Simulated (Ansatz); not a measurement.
Run this with Ansatz 0.2.0 through its Python package and show what comes out.

Script `zeeman_laga2.py`:
```python
"""Spin moment of LaGa2 in a magnetic field."""

import warnings

import ansatz
import numpy as np

warnings.simplefilter("ignore", ansatz.DeckWarning)

lattice = ansatz.Lattice.of(
    [4.32, 0.0, 0.0],
    [-2.16, 3.74123, 0.0],
    [0.0, 0.0, 4.416],
)
sites = [
    ("La", [0.0, 0.0, 0.0]),
    ("Ga", [1 / 3, 2 / 3, 0.5]),
    ("Ga", [2 / 3, 1 / 3, 0.5]),
]
crystal = ansatz.Crystal(lattice=lattice)
for symbol, position in sites:
    crystal = crystal.atom(symbol, position)

calculation = (
    crystal.calculation()
    .functional("r2scan")
    .pseudopotentials("paw")
    .basis(550)
    .kpoints(7, 7, 6, center="gamma")
    .occupations("Fermi-Dirac")
    .spin("collinear")
)
# the field acts on the spins alone; such large fields lift the response over the noise
rows = []
for tesla in [0, 100, 200, 400]:
    rep = (calculation.magnetic_field(tesla) if tesla else calculation).run().report
    rows.append((tesla, rep["magnetization_mub"], rep["free_energy_ev"], rep["components"].get("e_zeeman", 0.0)))
print("         B (T)      moment muB            F eV  Zeeman term eV")
for row in rows:
    print(f"{str(row[0]):>14s}  {row[1]:14.4f}  {row[2]:14.5f}  {row[3]:14.5f}")
slope = np.polyfit([row[0] for row in rows], [row[1] for row in rows], 1)[0]
print(f"dM/dB = {1000 * slope:.4f} muB per 1000 T per cell")
```

```console
$ python zeeman_laga2.py
RunWarning: this spin-polarised run has no starting moment large enough to seed its density, so its SCF can try parallel moments of its own, which can die out, and starts no order whose moments cancel. Behind that start scf.lower_state_search: light tries no other order and makes no probe for moments, and off searches [...]
         B (T)      moment muB            F eV  Zeeman term eV
             0          0.0000    -13847.68924         0.00000
           100          0.0170    -13847.68929        -0.00010
           200          0.0339    -13847.68943        -0.00039
           400          0.0671    -13847.69002        -0.00155
dM/dB = 0.1677 muB per 1000 T per cell
```
(Warnings from the package without file and line, shortened.)

What to keep in mind:
- Total energies depend on the potentials; only differences at equal settings carry meaning. A total without «per atom» is that of the cell as typed.
- For a metal this k-point mesh is coarse: on a finer one energies can move by several to tens of meV an atom and pressures by half a GPa or more, differences at one mesh by less.
- r2SCAN tends to overestimate the moments of itinerant magnets.
- The structure is a deposited one; some such entries were measured under pressure or heat, so a shift against it needn't be the functional's error alone.
- Orbital magnetism is left out. The response of a metal hangs strongly on mesh and smearing, and a straight-line fit holds only where the moment is linear in the field.
- The script silences the warnings on its input, which a real study should read.
- Wall time of the script: 2.5 min on 1 thread of Arm Neoverse V2, on a shared host, peak memory 0.68 GiB.

(Lines on the test bed's own set-up are left out of the output.)
